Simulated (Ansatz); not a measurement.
Crystal: SnSeS.

```
Sn Se S
1.0
     3.76020    0.00000    0.00000
    -1.88010    3.25643    0.00000
     0.00000    0.00000    6.36403
Sn Se S
1 1 1
Direct
  0.33333 0.66667 0.00765
  0.00000 0.00000 0.75771
  0.66667 0.33333 0.23464
```

The cell comes from a database or a generator and needn't be the stable form of this composition.

| Property | Result |
| --- | --- |
| Program | Ansatz 0.2.0 |
| Task | relaxation of cell and atoms |
| Functional | PBE |
| Dispersion | D4 |
| Potentials or basis | Ansatz PAW |
| Cutoff | 420 eV (not typed: the program's choice for these potentials) |
| k mesh | 8 × 8 × 4 |
| Occupations | fermi-dirac, width 0.05 eV |
| Spin | no spin polarisation |

At the start: volume 25.98 Å³/atom.

**Question.** How do energy, volume and symmetry change on relaxing?

**Answer.** It ends after 7 steps and the volume is 24.01 Å³/atom (-7.6 %); space group P3m1 (No. 156, to 0.05 Å).

The path:
```tsv
step	energy change (eV)	largest force (eV/Å)	volume (Å³)
1	0.0000	0.2668	77.93
2	-0.0228	0.0141	75.47
3	-0.0334	0.0528	73.39
4	-0.0375	0.0317	71.26
5	-0.0383	0.0166	71.99
6	-0.0383	0.0012	72.04
7	-0.0372	0.0017	72.04
```

Final structure:
```
CELL_PARAMETERS angstrom
3.75294 0.00000 0.00000
-1.87647 3.25014 0.00000
0.00000 0.00000 5.90599
ATOMIC_POSITIONS crystal
Sn 0.33333 0.66667 0.00819
Se 0.00000 0.00000 0.73578
S 0.66667 0.33333 0.25603
```

Caveat: the plane-wave basis is chosen anew once the cell has moved, so the energies of steps on either side of that aren't comparable.
